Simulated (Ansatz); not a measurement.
What does this script print? It uses the Python package of Ansatz (0.2.0).

Script `f2h4osi2.py`:
```python
import itertools

import ansatz
from ase.data import atomic_numbers, covalent_radii
import numpy as np

system = (
    ansatz.Crystal.molecule()
    .atom("F", [2.0448, 0.0004, 1.2131])
    .atom("Si", [1.4209, 0.4873, -0.2284])
    .atom("O", [0.0439, -0.4003, -0.5593])
    .atom("Si", [-1.3489, -0.5711, 0.1084])
    .atom("F", [-2.1956, 0.8077, -0.0305])
    .atom("H", [1.098, 1.9513, -0.2009])
    .atom("H", [2.479, 0.2279, -1.2593])
    .atom("H", [-2.1345, -1.6023, -0.6427])
    .atom("H", [-1.3192, -0.9472, 1.5825])
)

calc = system.calculation()
calc = calc.basis(gaussian="def2-SVP").functional("pbe0")
symbols = [site.symbol for site in system.cartesian_sites]
start = np.array([site.position_ang for site in system.cartesian_sites], dtype=float)
r = calc.relax(force_tolerance=0.02, max_steps=100).run(threads=1, backend="cpu").report
end = np.array(r["positions_ang"])

print("reference energy %16.6f eV" % r["reference_energy_ev"])
print("total energy     %16.6f eV" % r["free_energy_ev"])
print("occupied orbitals outside the frozen core (up, down):", r["n_occupied"], " frozen:", r["n_frozen"], " virtual:", r["n_virtual"])

radius = [covalent_radii[atomic_numbers[s]] for s in symbols]
span = lambda where, i, j: np.linalg.norm(where[i] - where[j])
bonded = [(i, j) for i, j in itertools.combinations(range(len(symbols)), 2) if min(span(start, i, j), span(end, i, j)) < 1.2 * (radius[i] + radius[j])]
print("pair        before    after (A)")
for i, j in bonded:
    print(f"{symbols[i]}{i}-{symbols[j]}{j}".ljust(10), f"{span(start, i, j):8.4f} {span(end, i, j):8.4f}")

charges = r["charge_distribution"]
print("dipole moment", round(4.803205 * float(np.linalg.norm(charges["dipole_moment_e_ang"])), 3), "D")
print("Mulliken:", [(s, round(q, 3)) for s, q in zip(symbols, charges["mulliken_charges_e"])])
```

`python f2h4osi2.py` gives:
```text
reference energy    -23281.482346 eV
total energy        -23281.482346 eV
occupied orbitals outside the frozen core (up, down): [29, 29]  frozen: 0  virtual: [69, 69]
pair        before    after (A)
F0-Si1       1.6445   1.6185
Si1-O2       1.6714   1.6435
Si1-H5       1.4994   1.4833
Si1-H6       1.4999   1.4814
O2-Si3       1.5540   1.6436
Si3-F4       1.6240   1.6181
Si3-H7       1.4982   1.4813
Si3-H8       1.5216   1.4834
dipole moment 0.912 D
Mulliken: [('F', -0.352), ('Si', 0.857), ('O', -0.572), ('Si', 0.855), ('F', -0.35), ('H', -0.11), ('H', -0.109), ('H', -0.109), ('H', -0.11)]
```

Caveats:
- Total energies depend on the basis set; only differences at equal settings carry meaning.
- The end point is the stationary point reached from this start; no frequency run checks that it is a minimum, and the basis set is modest.
- Run time: 29 s on 1 thread of Arm Neoverse V1, with other jobs on the host, peak memory 0.28 GiB.

(Lines on the test bed's own set-up are left out of the output.)
